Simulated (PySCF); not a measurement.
# A gas-phase reaction: BFH2O2 + H2 → BH3O2 + FH

Aim: the reaction energy of `OB(O)F` + `[H][H]` → `OBO` + `F`.

Programs: PySCF 2.14.0. All values are calculated, for the isolated system unless a continuum is named. Atoms count from 0, parts from 1.

### Step 1. Starting point

Each species was relaxed by itself at PBE0-D3(BJ)/def2-SVPD.

### Step 2. Energies of the species: wB97M-D3(BJ)/def2-TZVPD

Job settings and geometry (Å):

```
{"job": {"kind": "react", "xc": "wB97M-D3(BJ)", "basis": "def2-TZVPD"}, "charge": 0, "multiplicity": 1}
-1 BFH2O2 charge 0 multiplicity 1
O     -0.808570    -0.762430     0.005030
B      0.043960     0.294690    -0.012230
O      1.380120     0.136720     0.091660
F     -0.430150     1.540650    -0.135140
H     -1.732710    -0.513830    -0.076310
H      1.647190    -0.781860     0.175910

-1 H2 charge 0 multiplicity 1
H      0.379810    -0.015250    -0.011820
H     -0.379810     0.015250     0.011820

+1 BH3O2 charge 0 multiplicity 1
O     -0.848330    -0.669440     0.012280
B      0.045260     0.360110    -0.020830
O      1.368620     0.086040     0.057310
H     -1.764380    -0.392860    -0.048050
H     -0.303920     1.510070    -0.117700
H      1.547780    -0.857400     0.132550

+1 FH charge 0 multiplicity 1
F      0.458560     0.026930     0.026150
H     -0.458560    -0.026930    -0.026150
```

Level: wB97M-D3(BJ)/def2-TZVPD reaction energy of separated species, gas phase.

Launch:

```console
$ OMP_NUM_THREADS=1 python cluster_run.py task.json out
```

This one command runs all jobs of the session in turn.

What it wrote:

```text
species 1 (BFH2O2)
coarse grid: 25784 points
cycle   1  E = -276.5589419559  dE =  5.680e-01  |g| = 8.910e-01  |ddm| = 1.821e+00
cycle   2  E = -276.5814021368  dE = -2.246e-02  |g| = 9.037e-01  |ddm| = 1.096e+00
cycle   3  E = -276.7012260651  dE = -1.198e-01  |g| = 3.829e-02  |ddm| = 5.040e-01
cycle   4  E = -276.7015989491  dE = -3.729e-04  |g| = 1.339e-02  |ddm| = 4.804e-02
cycle   5  E = -276.7016359306  dE = -3.698e-05  |g| = 7.890e-03  |ddm| = 1.615e-02
cycle   6  E = -276.7016457343  dE = -9.804e-06  |g| = 1.454e-03  |ddm| = 4.360e-03
final grid: 55976 points
cycle   7  E = -276.7016432285  dE = -2.785e-07  |g| = 1.479e-03  |ddm| = 3.423e-03
cycle   8  E = -276.7016431758  dE =  5.265e-08  |g| = 1.676e-03  |ddm| = 1.378e-03
cycle   9  E = -276.7016435774  dE = -4.015e-07  |g| = 5.417e-05  |ddm| = 7.611e-04
cycle  10  E = -276.7016435797  dE = -2.335e-09  |g| = 2.063e-05  |ddm| = 1.732e-04
cycle  11  E = -276.7016435798  dE = -1.166e-10  |g| = 7.212e-06  |ddm| = 3.242e-05
converged SCF energy = -276.7016435798

species 2 (H2)
coarse grid: 4944 points
cycle   1  E = -1.1694183482  dE = -2.751e-01  |g| = 9.863e-03  |ddm| = 4.504e-01
cycle   2  E = -1.1694525868  dE = -3.424e-05  |g| = 1.161e-03  |ddm| = 9.676e-03
cycle   3  E = -1.1694532690  dE = -6.822e-07  |g| = 1.815e-04  |ddm| = 1.918e-03
final grid: 10744 points
cycle   4  E = -1.1694521273  dE = -2.401e-08  |g| = 4.109e-05  |ddm| = 3.866e-04
cycle   5  E = -1.1694521286  dE = -1.266e-09  |g| = 9.616e-06  |ddm| = 9.163e-05
cycle   6  E = -1.1694521286  dE = -7.507e-11  |g| = 3.020e-07  |ddm| = 2.868e-05
converged SCF energy = -1.1694521286

species 3 (BH3O2)
coarse grid: 22960 points
cycle   1  E = -177.2004823563  dE =  3.436e-01  |g| = 8.062e-01  |ddm| = 1.693e+00
cycle   2  E = -177.2020830858  dE = -1.601e-03  |g| = 8.698e-01  |ddm| = 1.107e+00
cycle   3  E = -177.3217011097  dE = -1.196e-01  |g| = 3.460e-02  |ddm| = 5.303e-01
cycle   4  E = -177.3220715977  dE = -3.705e-04  |g| = 9.605e-03  |ddm| = 5.082e-02
cycle   5  E = -177.3221061803  dE = -3.458e-05  |g| = 1.494e-03  |ddm| = 1.756e-02
cycle   6  E = -177.3221073855  dE = -1.205e-06  |g| = 7.368e-04  |ddm| = 3.234e-03
final grid: 49744 points
cycle   7  E = -177.3220897366  dE = -5.600e-08  |g| = 7.485e-04  |ddm| = 2.582e-03
cycle   8  E = -177.3220897102  dE =  2.649e-08  |g| = 8.791e-04  |ddm| = 9.345e-04
cycle   9  E = -177.3220898311  dE = -1.209e-07  |g| = 3.265e-05  |ddm| = 4.076e-04
cycle  10  E = -177.3220898315  dE = -4.605e-10  |g| = 1.176e-05  |ddm| = 4.350e-05
converged SCF energy = -177.3220898315

species 4 (FH)
coarse grid: 7776 points
cycle   1  E = -100.4688220889  dE = -9.408e-02  |g| = 4.644e-01  |ddm| = 6.197e-01
cycle   2  E = -100.4725031177  dE = -3.681e-03  |g| = 5.038e-01  |ddm| = 3.808e-01
cycle   3  E = -100.5053171393  dE = -3.281e-02  |g| = 2.574e-02  |ddm| = 1.678e-01
cycle   4  E = -100.5053931174  dE = -7.598e-05  |g| = 5.006e-03  |ddm| = 1.077e-02
cycle   5  E = -100.5053977585  dE = -4.641e-06  |g| = 4.334e-04  |ddm| = 3.766e-03
final grid: 16976 points
cycle   6  E = -100.5053931799  dE = -6.401e-08  |g| = 1.043e-04  |ddm| = 8.205e-04
cycle   7  E = -100.5053931833  dE = -3.453e-09  |g| = 7.801e-05  |ddm| = 2.168e-04
cycle   8  E = -100.5053931841  dE = -7.978e-10  |g| = 2.105e-05  |ddm| = 3.715e-05
converged SCF energy = -100.5053931841

Reaction energy = 27.463 kcal/mol
```

Wall time 23 s (1 thread of Arm Neoverse N1, shared host); peak memory 0.6 GiB.

Species by species (with the dispersion term, which the log's SCF energies lack):

| ν | species | energy (Eh) | HOMO (eV) |
| --- | --- | --- | --- |
| -1 | OB(O)F | -276.70549 | -12.37 |
| -1 | [H][H] | -1.16967 | -14.48 |
| +1 | OBO | -177.32576 | -12.01 |
| +1 | F | -100.50563 | -14.54 |

### Step 3. Reaction energy: PBE0-D3(BJ)/def2-TZVPD

Same as in step 2 but for these lines:

```diff
@@ -1,2 +1,2 @@
-{"job": {"kind": "react", "xc": "wB97M-D3(BJ)", "basis": "def2-TZVPD"}, "charge": 0, "multiplicity": 1}
+{"job": {"kind": "react", "xc": "PBE0", "basis": "def2-TZVPD", "disp": "d3bj"}, "charge": 0, "multiplicity": 1}
 -1 BFH2O2 charge 0 multiplicity 1
```

Level: PBE0-D3(BJ)/def2-TZVPD reaction energy of separated species, gas phase.

What it wrote:

```text
species 1 (BFH2O2)
coarse grid: 5584 points
cycle   1  E = -276.2084232542  dE =  5.504e-01  |g| = 9.341e-01  |ddm| = 1.863e+00
cycle   2  E = -276.0774226427  dE =  1.310e-01  |g| = 1.299e+00  |ddm| = 1.479e+00
cycle   3  E = -276.3532502398  dE = -2.758e-01  |g| = 5.320e-02  |ddm| = 9.232e-01
cycle   4  E = -276.3535315343  dE = -2.813e-04  |g| = 3.999e-02  |ddm| = 4.771e-02
cycle   5  E = -276.3537580658  dE = -2.265e-04  |g| = 5.695e-03  |ddm| = 1.922e-02
cycle   6  E = -276.3537630151  dE = -4.949e-06  |g| = 1.117e-03  |ddm| = 3.920e-03
final grid: 55976 points
cycle   7  E = -276.3541494744  dE = -8.529e-05  |g| = 6.540e-03  |ddm| = 8.701e-02
cycle   8  E = -276.3541416121  dE =  7.862e-06  |g| = 9.541e-03  |ddm| = 7.937e-03
cycle   9  E = -276.3541556821  dE = -1.407e-05  |g| = 3.414e-04  |ddm| = 4.976e-03
cycle  10  E = -276.3541556955  dE = -1.341e-08  |g| = 1.758e-04  |ddm| = 2.285e-04
cycle  11  E = -276.3541557000  dE = -4.490e-09  |g| = 2.879e-05  |ddm| = 9.275e-05
cycle  12  E = -276.3541557001  dE = -1.153e-10  |g| = 7.049e-06  |ddm| = 2.106e-05
converged SCF energy = -276.3541557001

species 2 (H2)
coarse grid: 1240 points
cycle   1  E = -1.1670634903  dE = -2.327e-01  |g| = 2.266e-02  |ddm| = 4.588e-01
cycle   2  E = -1.1672509466  dE = -1.875e-04  |g| = 3.233e-03  |ddm| = 1.897e-02
cycle   3  E = -1.1672554030  dE = -4.456e-06  |g| = 9.768e-05  |ddm| = 2.761e-03
final grid: 10744 points
cycle   4  E = -1.1681371907  dE = -1.922e-06  |g| = 2.732e-04  |ddm| = 1.563e-03
cycle   5  E = -1.1681372189  dE = -2.817e-08  |g| = 3.984e-05  |ddm| = 2.444e-04
cycle   6  E = -1.1681372195  dE = -6.296e-10  |g| = 1.250e-06  |ddm| = 3.095e-05
converged SCF energy = -1.1681372195

species 3 (BH3O2)
coarse grid: 5120 points
cycle   1  E = -176.9602007045  dE =  3.265e-01  |g| = 8.464e-01  |ddm| = 1.739e+00
cycle   2  E = -176.8046154556  dE =  1.556e-01  |g| = 1.266e+00  |ddm| = 1.465e+00
cycle   3  E = -177.0857103635  dE = -2.811e-01  |g| = 5.024e-02  |ddm| = 9.196e-01
cycle   4  E = -177.0862008156  dE = -4.905e-04  |g| = 1.609e-02  |ddm| = 5.002e-02
cycle   5  E = -177.0862586510  dE = -5.784e-05  |g| = 3.107e-03  |ddm| = 1.409e-02
cycle   6  E = -177.0862603555  dE = -1.705e-06  |g| = 1.273e-03  |ddm| = 2.912e-03
final grid: 49744 points
cycle   7  E = -177.0843935417  dE = -4.847e-05  |g| = 5.742e-03  |ddm| = 7.894e-02
cycle   8  E = -177.0843877166  dE =  5.825e-06  |g| = 8.195e-03  |ddm| = 7.009e-03
cycle   9  E = -177.0843989132  dE = -1.120e-05  |g| = 5.606e-04  |ddm| = 4.858e-03
cycle  10  E = -177.0843989615  dE = -4.832e-08  |g| = 2.809e-04  |ddm| = 4.781e-04
cycle  11  E = -177.0843989744  dE = -1.286e-08  |g| = 7.888e-05  |ddm| = 1.693e-04
cycle  12  E = -177.0843989756  dE = -1.169e-09  |g| = 9.797e-06  |ddm| = 6.113e-05
cycle  13  E = -177.0843989756  dE = -1.768e-11  |g| = 9.433e-07  |ddm| = 7.175e-06
converged SCF energy = -177.0843989756

species 4 (FH)
coarse grid: 1712 points
cycle   1  E = -100.3540775688  dE = -3.605e-02  |g| = 4.957e-01  |ddm| = 6.253e-01
cycle   2  E = -100.3145599800  dE =  3.952e-02  |g| = 7.430e-01  |ddm| = 5.125e-01
cycle   3  E = -100.3937995627  dE = -7.924e-02  |g| = 2.284e-02  |ddm| = 2.892e-01
cycle   4  E = -100.3938751275  dE = -7.556e-05  |g| = 4.205e-03  |ddm| = 9.787e-03
cycle   5  E = -100.3938771111  dE = -1.984e-06  |g| = 3.554e-04  |ddm| = 1.247e-03
final grid: 16976 points
cycle   6  E = -100.3948394157  dE = -1.852e-05  |g| = 3.982e-03  |ddm| = 7.450e-03
cycle   7  E = -100.3948375074  dE =  1.908e-06  |g| = 5.475e-03  |ddm| = 3.340e-03
cycle   8  E = -100.3948415613  dE = -4.054e-06  |g| = 9.979e-05  |ddm| = 2.005e-03
cycle   9  E = -100.3948415626  dE = -1.292e-09  |g| = 1.784e-05  |ddm| = 3.941e-05
cycle  10  E = -100.3948415627  dE = -4.809e-11  |g| = 3.048e-06  |ddm| = 1.028e-05
converged SCF energy = -100.3948415627

Reaction energy = 27.095 kcal/mol
```

Run time: 12 s. Hardware: 1 thread of Arm Neoverse N1, shared host; peak memory 0.55 GiB.

Reaction energy at this level: 27.10 kcal/mol.

### Step 4. Reaction energy: MP2/def2-TZVPD

Same as in step 3 but for these lines:

```diff
@@ -1,2 +1,2 @@
-{"job": {"kind": "react", "xc": "PBE0", "basis": "def2-TZVPD", "disp": "d3bj"}, "charge": 0, "multiplicity": 1}
+{"job": {"kind": "react", "xc": "MP2", "basis": "def2-TZVPD"}, "charge": 0, "multiplicity": 1}
 -1 BFH2O2 charge 0 multiplicity 1
```

With the program's defaults for keys left out, this is: MP2/def2-TZVPD reaction energy of separated species, gas phase.

What it wrote:

```text
species 1 (BFH2O2)
final grid: 55976 points
cycle   1  E = -275.2282919948  dE =  5.372e-01  |g| = 7.091e-01  |ddm| = 1.740e+00
cycle   2  E = -275.3022580440  dE = -7.397e-02  |g| = 3.745e-01  |ddm| = 6.348e-01
cycle   3  E = -275.3226603548  dE = -2.040e-02  |g| = 4.761e-02  |ddm| = 2.074e-01
cycle   4  E = -275.3232707092  dE = -6.104e-04  |g| = 9.108e-03  |ddm| = 5.403e-02
cycle   5  E = -275.3233024333  dE = -3.172e-05  |g| = 2.182e-03  |ddm| = 1.674e-02
cycle   6  E = -275.3233045035  dE = -2.070e-06  |g| = 8.873e-04  |ddm| = 4.505e-03
cycle   7  E = -275.3233047407  dE = -2.372e-07  |g| = 2.822e-04  |ddm| = 1.383e-03
cycle   8  E = -275.3233047686  dE = -2.795e-08  |g| = 7.268e-05  |ddm| = 4.325e-04
cycle   9  E = -275.3233047709  dE = -2.282e-09  |g| = 1.466e-05  |ddm| = 1.195e-04
cycle  10  E = -275.3233047710  dE = -1.131e-10  |g| = 4.392e-06  |ddm| = 3.021e-05
converged SCF energy = -275.3233047710

species 2 (H2)
final grid: 10744 points
cycle   1  E = -1.1312981844  dE = -3.213e-01  |g| = 4.426e-02  |ddm| = 4.479e-01
cycle   2  E = -1.1322329732  dE = -9.348e-04  |g| = 7.183e-03  |ddm| = 3.751e-02
cycle   3  E = -1.1322676734  dE = -3.470e-05  |g| = 8.111e-04  |ddm| = 1.078e-02
cycle   4  E = -1.1322680884  dE = -4.150e-07  |g| = 2.771e-05  |ddm| = 1.627e-03
cycle   5  E = -1.1322680889  dE = -4.855e-10  |g| = 2.610e-06  |ddm| = 6.834e-05
converged SCF energy = -1.1322680889

species 3 (BH3O2)
final grid: 49744 points
cycle   1  E = -176.2636177446  dE =  3.176e-01  |g| = 6.197e-01  |ddm| = 1.621e+00
cycle   2  E = -176.3231771093  dE = -5.956e-02  |g| = 3.499e-01  |ddm| = 6.223e-01
cycle   3  E = -176.3427153045  dE = -1.954e-02  |g| = 4.632e-02  |ddm| = 2.090e-01
cycle   4  E = -176.3433781848  dE = -6.629e-04  |g| = 7.847e-03  |ddm| = 5.645e-02
cycle   5  E = -176.3434058972  dE = -2.771e-05  |g| = 1.449e-03  |ddm| = 1.609e-02
cycle   6  E = -176.3434070808  dE = -1.184e-06  |g| = 3.949e-04  |ddm| = 4.218e-03
cycle   7  E = -176.3434071408  dE = -5.995e-08  |g| = 1.476e-04  |ddm| = 8.166e-04
cycle   8  E = -176.3434071480  dE = -7.255e-09  |g| = 4.867e-05  |ddm| = 2.650e-04
cycle   9  E = -176.3434071487  dE = -7.092e-10  |g| = 1.125e-05  |ddm| = 5.657e-05
converged SCF energy = -176.3434071487

species 4 (FH)
final grid: 16976 points
cycle   1  E = -100.0371201028  dE = -1.649e-01  |g| = 4.007e-01  |ddm| = 6.032e-01
cycle   2  E = -100.0578877680  dE = -2.077e-02  |g| = 2.336e-01  |ddm| = 2.533e-01
cycle   3  E = -100.0646341369  dE = -6.746e-03  |g| = 2.356e-02  |ddm| = 8.091e-02
cycle   4  E = -100.0647515651  dE = -1.174e-04  |g| = 6.199e-03  |ddm| = 1.253e-02
cycle   5  E = -100.0647672768  dE = -1.571e-05  |g| = 1.459e-03  |ddm| = 5.121e-03
cycle   6  E = -100.0647685498  dE = -1.273e-06  |g| = 2.290e-04  |ddm| = 1.848e-03
cycle   7  E = -100.0647685842  dE = -3.438e-08  |g| = 1.958e-05  |ddm| = 4.211e-04
cycle   8  E = -100.0647685844  dE = -1.844e-10  |g| = 2.360e-06  |ddm| = 2.495e-05
converged SCF energy = -100.0647685844

Reaction energy = 28.649 kcal/mol
```

Run time: 5.1 s. Hardware: 1 thread of Arm Neoverse N1, shared host; peak memory 0.4 GiB.

Reaction energy at this level: 28.65 kcal/mol.

### Step 5. Comparing the runs

Energies in kcal/mol, with wall time:

```
                    run  reaction   time
wB97M-D3(BJ)/def2-TZVPD     27.46   23 s
 PBE0-D3(BJ)/def2-TZVPD     27.10   12 s
         MP2/def2-TZVPD     28.65  5.1 s
```

### Step 6. Summary of results

```
                                                quantity                    value
               reaction energy (wB97M-D3(BJ)/def2-TZVPD)           27.46 kcal/mol
                     ΔH, ΔG at 298 K (xTB thermal terms)    +30.9, +29.4 kcal/mol
range of the reaction energy over the runs of this table  27.10 to 28.65 kcal/mol
```

What this shows: The reaction is endothermic by 30.9 kcal/mol in the gas phase; dispersion gives +0.10, and xTB itself gave 23.20 for the electronic energy (xTB energies and thermal terms come from the earlier relaxation of each species, not shown). No barrier was sought. The reaction energy runs from 27.10 (PBE0-D3(BJ)/def2-TZVPD) to 28.65 kcal/mol (MP2/def2-TZVPD).
